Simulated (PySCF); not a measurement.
# C: excitation energy in aug-cc-pVQZ plus 1 even-tempered diffuse shell per l

Each state of carbon is computed at each level; their differences give the excitation energy. How far do the methods differ?

The numbers are computed with PySCF 2.14.0 (unrestricted determinants in a Gaussian basis, no spin-orbit coupling in the energies), except any that are marked as measured or tabulated.

### Step 1. The system

* Element: carbon (Z = 6)
* Basis: aug-cc-pVQZ with one added diffuse shell each of s, p, d, f, g type (7s6p5d4f3g, 105 functions)
* Hamiltonian: no relativity, point nucleus
* State 1: C: [He] 2s2 2p1 3s1, 3s spin antiparallel (an excited configuration)
* Needed too, but not shown: C [He] 2s2 2p2 (3P)
* Methods: UHF, LDA, PBE, PBE0, r2SCAN, r2SCANh, PW91, CAM-B3LYP, B2PLYP, MP2
* Core shells frozen in the correlated runs: valence: 1s2 (for C)

The runs were made by one driver on top of PySCF. The scripts below sum up each run's settings (the driver also hands on starting orbitals that pick excited configurations, and frozen orbitals as a list rather than a count), and the logs come from the driver's own runs. The driver starts from symmetry-adapted Hartree-Fock orbitals, holds the occupation by maximum overlap and uses a logarithmic radial grid for functionals, so a plain start would take other cycles.

The integrals over 105 functions and the set-up took 1.1 s of CPU time.

### Step 2. C [He] 2s2 2p1 3s1, s spin flipped

Level: UHF.

Contents of input.py:

```python
from pyscf import gto, scf, dft, mp, cc
import basis_set_exchange as bse
mol = gto.M(atom="C 0 0 0", charge=0, spin=0, symmetry="D2h",
            basis=gto.basis.parse(bse.get_basis("aug-cc-pVQZ", elements=["C"], fmt="nwchem", augment_diffuse=1)))
mf = scf.UHF(mol)
mf.irrep_nelec = {'Ag': (2, 3), 'B2u': (1, 0)}
mf.kernel()
```

Level: LDA.

Changes to input.py:

```diff
@@ -4,3 +4,3 @@
             basis=gto.basis.parse(bse.get_basis("aug-cc-pVQZ", elements=["C"], fmt="nwchem", augment_diffuse=1)))
-mf = scf.UHF(mol)
+mf = dft.UKS(mol, xc="LDA,VWN")
 mf.irrep_nelec = {'Ag': (2, 3), 'B2u': (1, 0)}
```

Level: PBE.

Changes to input.py:

```diff
@@ -4,3 +4,3 @@
             basis=gto.basis.parse(bse.get_basis("aug-cc-pVQZ", elements=["C"], fmt="nwchem", augment_diffuse=1)))
-mf = dft.UKS(mol, xc="LDA,VWN")
+mf = dft.UKS(mol, xc="PBE")
 mf.irrep_nelec = {'Ag': (2, 3), 'B2u': (1, 0)}
```

Level: PBE0.

Changes to input.py:

```diff
@@ -4,3 +4,3 @@
             basis=gto.basis.parse(bse.get_basis("aug-cc-pVQZ", elements=["C"], fmt="nwchem", augment_diffuse=1)))
-mf = dft.UKS(mol, xc="PBE")
+mf = dft.UKS(mol, xc="PBE0")
 mf.irrep_nelec = {'Ag': (2, 3), 'B2u': (1, 0)}
```

Level: r2SCAN.

Changes to input.py:

```diff
@@ -4,3 +4,3 @@
             basis=gto.basis.parse(bse.get_basis("aug-cc-pVQZ", elements=["C"], fmt="nwchem", augment_diffuse=1)))
-mf = dft.UKS(mol, xc="PBE0")
+mf = dft.UKS(mol, xc="R2SCAN")
 mf.irrep_nelec = {'Ag': (2, 3), 'B2u': (1, 0)}
```

Level: r2SCANh.

Changes to input.py:

```diff
@@ -4,3 +4,3 @@
             basis=gto.basis.parse(bse.get_basis("aug-cc-pVQZ", elements=["C"], fmt="nwchem", augment_diffuse=1)))
-mf = dft.UKS(mol, xc="R2SCAN")
+mf = dft.UKS(mol, xc="HYB_MGGA_XC_R2SCANH")
 mf.irrep_nelec = {'Ag': (2, 3), 'B2u': (1, 0)}
```

Level: PW91.

Changes to input.py:

```diff
@@ -4,3 +4,3 @@
             basis=gto.basis.parse(bse.get_basis("aug-cc-pVQZ", elements=["C"], fmt="nwchem", augment_diffuse=1)))
-mf = dft.UKS(mol, xc="HYB_MGGA_XC_R2SCANH")
+mf = dft.UKS(mol, xc="PW91,PW91")
 mf.irrep_nelec = {'Ag': (2, 3), 'B2u': (1, 0)}
```

Level: CAM-B3LYP.

Changes to input.py:

```diff
@@ -4,3 +4,3 @@
             basis=gto.basis.parse(bse.get_basis("aug-cc-pVQZ", elements=["C"], fmt="nwchem", augment_diffuse=1)))
-mf = dft.UKS(mol, xc="PW91,PW91")
+mf = dft.UKS(mol, xc="CAMB3LYP")
 mf.irrep_nelec = {'Ag': (2, 3), 'B2u': (1, 0)}
```

Level: B2PLYP.

Changes to input.py:

```diff
@@ -4,3 +4,3 @@
             basis=gto.basis.parse(bse.get_basis("aug-cc-pVQZ", elements=["C"], fmt="nwchem", augment_diffuse=1)))
-mf = dft.UKS(mol, xc="CAMB3LYP")
+mf = dft.UKS(mol, xc="0.53*HF + 0.47*B88, 0.73*LYP")
 mf.irrep_nelec = {'Ag': (2, 3), 'B2u': (1, 0)}
```

### Step 3. C [He] 2s2 2p1 3s1, s spin flipped, continued

Level: MP2 (valence).

Contents of input.py:

```python
from pyscf import gto, scf, dft, mp, cc
import basis_set_exchange as bse
mol = gto.M(atom="C 0 0 0", charge=0, spin=0, symmetry="D2h",
            basis=gto.basis.parse(bse.get_basis("aug-cc-pVQZ", elements=["C"], fmt="nwchem", augment_diffuse=1)))
mf = scf.UHF(mol)
mf.irrep_nelec = {'Ag': (2, 3), 'B2u': (1, 0)}
mf.kernel()
mp.UMP2(mf, frozen=1).kernel()
```

Before running it: what results should come out?

**Answer**, as computed:

```
                                               quantity                              value
excitation energy, C → [He] 2s2 2p1 3s1, s spin flipped  UHF 7.348, MP2 (valence) 7.695 eV
```

The methods span 0.698 eV, from UHF (7.348) to r2SCAN (8.045). No reference value is at hand in this session. The basis is finite, and no extrapolation was made.
